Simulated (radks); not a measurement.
**Ti⁻ inside a hard spherical wall**

The task here is to estimate one member of a computed series from the others.

Method: scalar-relativistic Kohn-Sham, LDA (Slater exchange, VWN5 correlation), spin-unpolarised, spherical densities, point nucleus. Code: radks (a radial shooting solver on a logarithmic mesh, Libxc functionals) version 1.

### The system

| Quantity | Value |
| --- | --- |
| element | titanium (Z = 22) |
| charge | -1 |
| electrons | 23 |
| configuration | [Ar] 3d3 4s2 |

The outer shells:

Ti⁻
```
[Ar] core
3d [↑ ][↑ ][↑ ][  ][  ]
4s [↑↓]
```

Set-up of the first run:

Input:

```text
Z 22
configuration [Ar] 3d3 4s2 4p0 5s0 4d0
relativity scalar-relativistic
functional lda,vwn5
spin unpolarised
nucleus point
wall 15 bohr
c 137.035999084
```

Among the steps run: Wall at 15 bohr; Wall at 12 bohr; Wall at 6 bohr; Wall at 4 bohr; Wall at 2.5 bohr; Wall at 1.5 bohr.

One of the session's tables, all rows but one given; the rest of the session is left out.

```
R (bohr)  E − E(widest) (eV)  ε(4p, empty) (eV)  ε(3d) (eV)  ε(5s, empty) (eV)  ε(4d, empty) (eV)
      15               0.000              2.287       2.349              2.849              3.509
      12               0.107              2.757       2.726              4.149              4.749
       6               4.503              8.342       7.035             20.328             15.651
       4              24.717             22.698      15.354             59.217             36.717
     2.5                   ?                  ?           ?                  ?                  ?
     1.5              1049.7             354.41      136.32             777.67             345.87
```

Q: Estimate the row for R (bohr) = 2.5 from the others.

Worked estimate for «E − E(widest) (eV)». A straight line through the neighbours (4, 24.717) and (1.5, 1049.7) gives 24.717 + (1049.7 − 24.717) × (2.5 − 4) / (1.5 − 4) = 639.71; a parabola fitted to 3 rows on both sides gives 506.41.

**Answer.** E − E(widest) (eV): 153.12; ε(4p, empty) (eV): 84.403; ε(3d) (eV): 40.998; ε(5s, empty) (eV): 206.14; ε(4d, empty) (eV): 104.93. In «E − E(widest) (eV)» the line misses by +486.59 and the parabola by +353.29. Between these rows the values bend or scatter more than so simple an estimate can follow.

From R = 15 bohr inwards the highest occupied level lies above zero, in an anion first from self-interaction, then from the wall. Shells are not refilled when levels cross, and a hard wall is a model, not a crystal.
